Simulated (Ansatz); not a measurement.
# Ga(PH3)F3 (F3GaH3P): single points with varied inputs

How do the results and run time of Ga(PH3)F3 (F3GaH3P) respond when the settings are drawn wide?

Program: Ansatz 0.2.0, Gaussian basis. Level of theory: the settings change from run to run. These are calculated values, not measurements.

## Step 1: The geometry

The structure was relaxed beforehand with PBE0-D4/def2-SVP.

8 atoms, charge 0, spin multiplicity 1.

Atoms are counted from 1 here; the program's logs count them from 0.

Bond lengths: Ga1–P2 2.490 Å, Ga1–F6 1.753 Å, Ga1–F7 1.753 Å, Ga1–F8 1.753 Å, P2–H3 1.414 Å, P2–H4 1.414 Å, P2–H5 1.414 Å. Angles: P2–Ga1–F6 99.9°, P2–Ga1–F7 100.0°, P2–Ga1–F8 99.6°, F6–Ga1–F7 117.1°, F6–Ga1–F8 117.2°, F7–Ga1–F8 117.2°, Ga1–P2–H3 117.3°, Ga1–P2–H4 117.0°, Ga1–P2–H5 117.1°, H3–P2–H4 100.9°, H3–P2–H5 100.8°, H4–P2–H5 100.8°.

## Step 2: B2GP-PLYP/def2-SVP

This run has density fitting with def2-universal-jkfit.

in.yaml reads:

```yaml
crystal:
  periodic: [false, false, false]
  atoms:
    - {symbol: Ga, position_ang: [-0.003698, 0.009670, -1.374787]}
    - {symbol: P, position_ang: [0.003485, -0.005976, 1.115606]}
    - {symbol: H, position_ang: [0.713798, 1.027512, 1.768187]}
    - {symbol: H, position_ang: [0.550298, -1.145524, 1.748619]}
    - {symbol: H, position_ang: [-1.249829, 0.082442, 1.763492]}
    - {symbol: F, position_ang: [1.721804, -0.011737, -1.680564]}
    - {symbol: F, position_ang: [-0.848349, 1.517345, -1.665995]}
    - {symbol: F, position_ang: [-0.887519, -1.473733, -1.674557]}
basis:
  gaussian: {orbitals: def2-SVP, fitting: {mean_field: def2-universal-jkfit}}
hamiltonian: {xc: {name: B2GP-PLYP}}
output: {forces: true}
```

Run with:

```sh
> ansatz run in.yaml --threads 2 --pin off --events-out ev --progress --plain --max-ram 4352MiB
```

Log, shortened:

```text
Functional definition: B2GP-PLYP
  name "B2GP-PLYP"
  cite "Karton, Tarnopolsky, Lamère, Schatz & Martin, J. Phys. Chem. A 112, 12868 (2008) doi:10.1021/jp801805p"
  cite "Becke, Phys. Rev. A 38, 3098 (1988) doi:10.1103/PhysRevA.38.3098"
  cite "Lee, Yang & Parr, Phys. Rev. B 37, 785 (1988) doi:10.1103/PhysRevB.37.785"
[...]
679 factors; integrals over basis functions are off by at most 3.7e-1 eV
[...]
mean field -69817.27196563 eV, -2565.7374208904 hartree, gradient 2.5e-6 eV, S^2 0.000000; 0 other end points of the search recorded, 0 dependent functions left out
17 core orbitals not correlated: weight in the atoms' cores, before any rotation towards them, 1.000 or more for the frozen orbitals, at most 0.000 for the correlated occupied ones
reference -69817.27208681 eV, -2565.7374253436 hartree; 21, 21 occupied and 69, 69 virtual orbitals, 679 factors
second order -28.15789790 eV of doubles, -0.00000000 eV of singles
[...]
Total energy: -69827.40893006 eV, -2566.1099474619 hartree
Atom 0 at    -0.003698     0.009670    -1.374787 Å, force     0.000907     0.003487    -0.089449 eV/Å
Atom 1 at     0.003485    -0.005976     1.115606 Å, force     0.001066    -0.002108     0.404167 eV/Å
Atom 2 at     0.713798     1.027512     1.768187 Å, force    -0.094674    -0.135458    -0.086946 eV/Å
Atom 3 at     0.550298    -1.145524     1.748619 Å, force    -0.070256     0.150051    -0.082555 eV/Å
Atom 4 at    -1.249829     0.082442     1.763492 Å, force     0.164479    -0.013038    -0.085234 eV/Å
Atom 5 at     1.721804    -0.011737    -1.680564 Å, force    -0.003888    -0.001216    -0.019516 eV/Å
Atom 6 at    -0.848349     1.517345    -1.665995 Å, force     0.002707    -0.004325    -0.019114 eV/Å
Atom 7 at    -0.887519    -1.473733    -1.674557 Å, force    -0.000341     0.002605    -0.021353 eV/Å
Dipole moment:     0.003758    -0.007810     1.331440 e Å
```

Run time: 11 s. Hardware: 2 threads of Arm Neoverse N1, shared host.

Largest force 0.404 eV/Å, dipole 6.40 D.

## Step 3: SVWN5/cc-pVTZ-DK

This run has a grid of angular degree 11, a point charge of -1.00 e beside it.

Changes to in.yaml since step 2:

```diff
@@ -12,4 +12,5 @@
 basis:
-  gaussian: {orbitals: def2-SVP, fitting: {mean_field: def2-universal-jkfit}}
-hamiltonian: {xc: {name: B2GP-PLYP}}
+  gaussian: {orbitals: cc-pVTZ-DK, final_grid: {core_spheres: 5, valence_spheres: 4, degree: 11}, point_charges: [{charge: -1.00, position_ang: [6.565, 0.308, 0.413]}]}
+hamiltonian: {xc: {name: SVWN5}}
+scf: {omitted_lower_state_checks: [starts]}
 output: {forces: true}
```

The command is unchanged.

Log, shortened:

```text
Functional definition: SVWN5
  name "SVWN5"
  cite "Dirac, Proc. Camb. Phil. Soc. 26, 376 (1930) doi:10.1017/S0305004100016108"
  cite "Slater, Phys. Rev. 81, 385 (1951) doi:10.1103/PhysRev.81.385"
  cite "Vosko, Wilk & Nusair, Can. J. Phys. 58, 1200 (1980) doi:10.1139/p80-159"
[...]
1258 factors; their error is unknown
[...]
mean field -70248.49598214 eV, -2581.5846112030 hartree, gradient 1.5e-5 eV, S^2 0.000000; 0 other end points of the search recorded, 0 dependent functions left out
[...]
reference -70248.49602243 eV, -2581.5846126837 hartree; 38, 38 occupied and 171, 171 virtual orbitals, 1258 factors
Total energy: -70248.49602243 eV, -2581.5846126837 hartree
Relativity: scalar
Atom 0 at    -0.003698     0.009670    -1.374787 Å, force     0.336026     0.012196     0.394875 eV/Å
Atom 1 at     0.003485    -0.005976     1.115606 Å, force     0.154715     0.056427    -0.598711 eV/Å
Atom 2 at     0.713798     1.027512     1.768187 Å, force     0.057043     0.071562     0.058653 eV/Å
Atom 3 at     0.550298    -1.145524     1.748619 Å, force     0.032471    -0.089838     0.057279 eV/Å
Atom 4 at    -1.249829     0.082442     1.763492 Å, force    -0.084982    -0.017766     0.022338 eV/Å
Atom 5 at     1.721804    -0.011737    -1.680564 Å, force    -0.537671    -0.010119    -0.010159 eV/Å
Atom 6 at    -0.848349     1.517345    -1.665995 Å, force     0.030269    -0.208133     0.003981 eV/Å
Atom 7 at    -0.887519    -1.473733    -1.674557 Å, force     0.027159     0.184871    -0.003736 eV/Å
Dipole moment:     0.157507    -0.000601     1.307195 e Å
Checks for a lower state left out: starts
```

Wall time 5.5 s (2 threads of Arm Neoverse N1, shared host).

Largest force 0.621 eV/Å, dipole 6.32 D.

## Step 4: PBE0/cc-pVTZ

Set apart from the defaults: multiplicity 3, restricted open-shell orbitals.

Changes to in.yaml since step 3:

```diff
@@ -12,5 +12,4 @@
 basis:
-  gaussian: {orbitals: cc-pVTZ-DK, final_grid: {core_spheres: 5, valence_spheres: 4, degree: 11}, point_charges: [{charge: -1.00, position_ang: [6.565, 0.308, 0.413]}]}
-hamiltonian: {xc: {name: SVWN5}}
-scf: {omitted_lower_state_checks: [starts]}
-output: {forces: true}
+  gaussian: {orbitals: cc-pVTZ}
+magnetization: {spin_polarized: false, initial_magnetization: 2}
+hamiltonian: {xc: {name: PBE0}}
```

Launched as before.

Log, shortened:

```text
Functional definition: PBE0
  name "PBE0"
  cite "Adamo & Barone, J. Chem. Phys. 110, 6158 (1999) doi:10.1063/1.478522"
  cite "Perdew, Burke & Ernzerhof, Phys. Rev. Lett. 77, 3865 (1996) doi:10.1103/PhysRevLett.77.3865"
  parent pbe
[...]
1302 factors; their error is unknown
[...]
mean field -69849.56586401 eV, -2566.9241997661 hartree, gradient 4.1e-6 eV, S^2 2.000000; 4 other end points of the search recorded, 0 dependent functions left out
reference -69849.56590394 eV, -2566.9242012334 hartree; 39, 37 occupied and 170, 172 virtual orbitals, 1302 factors
Total energy: -69849.56590394 eV, -2566.9242012334 hartree
```

Wall time 2.6 min (2 threads of Arm Neoverse N1, shared host); peak memory 1.2 GiB.

## Step 5: r2SCANh/6-31G

This run has coordinates scaled by 1.12, a grid of angular degree 11, D3(BJ) dispersion, relativity set to none.

in.yaml reads:

```yaml
crystal:
  periodic: [false, false, false]
  atoms:
    - {symbol: Ga, position_ang: [-0.004141, 0.010831, -1.539762]}
    - {symbol: P, position_ang: [0.003904, -0.006693, 1.249478]}
    - {symbol: H, position_ang: [0.799454, 1.150814, 1.980370]}
    - {symbol: H, position_ang: [0.616334, -1.282987, 1.958453]}
    - {symbol: H, position_ang: [-1.399808, 0.092335, 1.975111]}
    - {symbol: F, position_ang: [1.928420, -0.013145, -1.882232]}
    - {symbol: F, position_ang: [-0.950151, 1.699426, -1.865914]}
    - {symbol: F, position_ang: [-0.994022, -1.650581, -1.875503]}
basis:
  gaussian: {orbitals: 6-31G, final_grid: {core_spheres: 5, valence_spheres: 4, degree: 11}}
hamiltonian: {xc: {name: r2SCANh}, dispersion: d3bj, pseudopotentials: {relativity: none}}
scf: {omitted_lower_state_checks: [starts]}
```

Same command.

Log, shortened:

```text
Warning: the engine holds no damping parameters fitted to this dispersion correction and functional, so the run takes those fitted to r2scanh beside the three-body term, which d3bj leaves out (hamiltonian.dispersion, under Limitations)
Functional definition: r2SCANh
  name "r2SCANh"
  cite "Bursch, Neugebauer, Ehlert & Grimme, J. Chem. Phys. 156, 134105 (2022) doi:10.1063/5.0086040"
  cite "Furness, Kaplan, Ning, Perdew & Sun, J. Phys. Chem. Lett. 11, 8208 (2020) doi:10.1021/acs.jpclett.0c02405"
  cite "Furness, Kaplan, Ning, Perdew & Sun, J. Phys. Chem. Lett. 11, 9248 (2020) doi:10.1021/acs.jpclett.0c03077"
  parent r2scan
[...]
729 factors; integrals over basis functions are off by at most 4.2e-4 eV
[...]
mean field -69850.73322125 eV, -2566.9670993535 hartree, gradient 7.9e-5 eV, S^2 0.000000; 0 other end points of the search recorded, 0 dependent functions left out
reference -69850.73323634 eV, -2566.9670999079 hartree; 38, 38 occupied and 37, 37 virtual orbitals, 729 factors
Total energy: -69850.77447978 eV, -2566.9686155763 hartree
Checks for a lower state left out: starts
```

Wall time 2.7 s (2 threads of Arm Neoverse N1, shared host).

## Step 6: All runs side by side

```tsv
level	charge	multiplicity	geometry	functions	energy (eV)	time
B2GP-PLYP/def2-SVP	0	1	relaxed	107	-69827.409	11 s
SVWN5/cc-pVTZ-DK	0	1	relaxed, point charge	209	-70248.496	5.5 s
PBE0/cc-pVTZ	0	3	relaxed	209	-69849.566	2.6 min
r2SCANh/6-31G	0	1	scaled	75	-69850.774	2.7 s
```

## Step 7: What came out

| quantity | value |
| --- | --- |
| runs | 4 |
| quickest | r2SCANh/6-31G, 2.7 s |
| slowest | PBE0/cc-pVTZ, 2.6 min |

What this shows: The runs differ in state or geometry as well as level, so their energies can't be set against each other. PBE0/cc-pVTZ took 58 times as long as r2SCANh/6-31G. The jobs differ in tasks and options as well as level. At the PBE0-D4/def2-SVP geometry and in the same state, runs without warnings or point charges leave forces up to 0.40 eV/Å (B2GP-PLYP/def2-SVP).
